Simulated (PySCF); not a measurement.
# [Ce(CH3)2]2+: other functionals and bases at one geometry

The task here is to estimate one member of a computed series from the others.

The runs use PySCF 2.14.0; several levels, as the steps say, no spin–orbit coupling.

1 further run of the same task is left out (for a known fault of the program).

## The system as given

9 atoms, charge 2, spin multiplicity 1.

Bond lengths: Ce1–C2 2.191 Å, Ce1–H3 2.788 Å, Ce1–H4 2.752 Å, Ce1–H5 2.823 Å, Ce1–C6 2.191 Å, Ce1–H7 2.788 Å, Ce1–H8 2.752 Å, Ce1–H9 2.823 Å, C2–H3 1.116 Å, C2–H4 1.119 Å, C2–H5 1.112 Å, C6–H7 1.116 Å, C6–H8 1.119 Å, C6–H9 1.112 Å. Angles: C2–Ce1–H3 22.0°, C2–Ce1–H4 22.7°, C2–Ce1–H5 21.2°, C2–Ce1–C6 104.4°, C2–Ce1–H7 116.7°, C2–Ce1–H8 112.9°, C2–Ce1–H9 83.2°, H3–Ce1–H4 38.0°, H3–Ce1–H5 37.7°, H3–Ce1–C6 116.7°, H3–Ce1–H7 134.1°, H3–Ce1–H8 116.7°, H3–Ce1–H9 97.1°, H4–Ce1–H5 37.8°, H4–Ce1–C6 112.9°, H4–Ce1–H7 116.7°, H4–Ce1–H8 128.4°, H4–Ce1–H9 92.5° and more.

Coordinates:

```xyz
9
C2H6Ce
Ce    0.0000    0.0000   -0.1224
C     1.7251    0.1416    1.2213
H     2.4892   -0.6305    0.9637
H     2.1964    1.1457    1.0753
H     1.4571    0.0345    2.2952
C    -1.7251   -0.1416    1.2213
H    -2.4892    0.6305    0.9637
H    -2.1964   -1.1457    1.0753
H    -1.4571   -0.0345    2.2952
```

Formal oxidation states: Ce +4. The 4f shell is empty and lies in the core potential. An earlier session relaxed this geometry at PBE0, Ce lcecp-2-SVP with ECP46, C def2-SVP, H def2-SVP (singlet, point group C2).

At PBE0 on the finer grid: E = -117.469181 Eh, frontier levels not given, since the 4f levels lie in the core, Mulliken charge on Ce1 +1.77 e, largest force component 0.019 eV/Å. The large-core potential holds the 4f shell empty.

Levels to run: B3LYP; BP86; PBE0, TZVP. Hardware: 2 threads of Intel Xeon Platinum 8488C (Sapphire Rapids), shared host.

The first run:

run.py (the lines that set the calculation)

```python
mol = gto.M(atom='''
Ce     0.00000     0.00000    -0.12244
C      1.72508     0.14163     1.22134
H      2.48920    -0.63049     0.96370
H      2.19636     1.14568     1.07526
H      1.45710     0.03454     2.29523
C     -1.72508    -0.14163     1.22134
H     -2.48920     0.63049     0.96370
H     -2.19636    -1.14568     1.07526
H     -1.45710    -0.03454     2.29523''',
    basis={'Ce': 'lcecp-2-SVP', 'C': 'def2-SVP', 'H': 'def2-SVP'},
    ecp={'Ce': 'lcecp-2-SVP'},
    charge=2, spin=0)
mf = dft.RKS(mol, xc='B3LYP')
mf.grids.atom_grid = (75, 302)  # f atoms: unpruned, at least (60, 302)
mf = mf.density_fit()  # fitting sets: Ce AutoAux, C def2-universal-JKFIT, H def2-universal-JKFIT
mf.conv_tol = 1e-08; mf.max_cycle = 55
mf.kernel(dm0)  # dm0: the density of the relaxed state
```

Run with:

```sh
$ OMP_NUM_THREADS=2 python run.py
```

Among the steps run: B3LYP; BP86; PBE0, TZVP.

One table of the session follows, with a row left open; its other results are not shown here.

| level | charge on Ce1 (e) | dipole (D) | largest force component (eV/Å) |
| --- | --- | --- | --- |
| PBE0 (relaxed here) | 1.77 | 0.75 | 0.02 |
| B3LYP | ? | ? | ? |
| BP86 | 1.67 | 0.33 | 0.47 |
| PBE0, TZVP | 1.95 | 0.70 | 0.40 |

Estimate the missing values for B3LYP.

**Answer.** charge on Ce1 (e): 1.72; dipole (D): 0.68; largest force component (eV/Å): 0.48. In the column «charge on Ce1 (e)» it lies between BP86 (1.67) and PBE0 (relaxed here) (1.77).

The dipole of a charged species depends on the origin, so these sizes hold for this origin alone.

The largest leftover force, 0.48 eV/Å with B3LYP, stands at a geometry relaxed at another level. With 4f in the core, its levels are missing from HOMO and gap, and its count is fixed, so no charge can pass from the ligands into it. Total energies of different levels can't be compared.
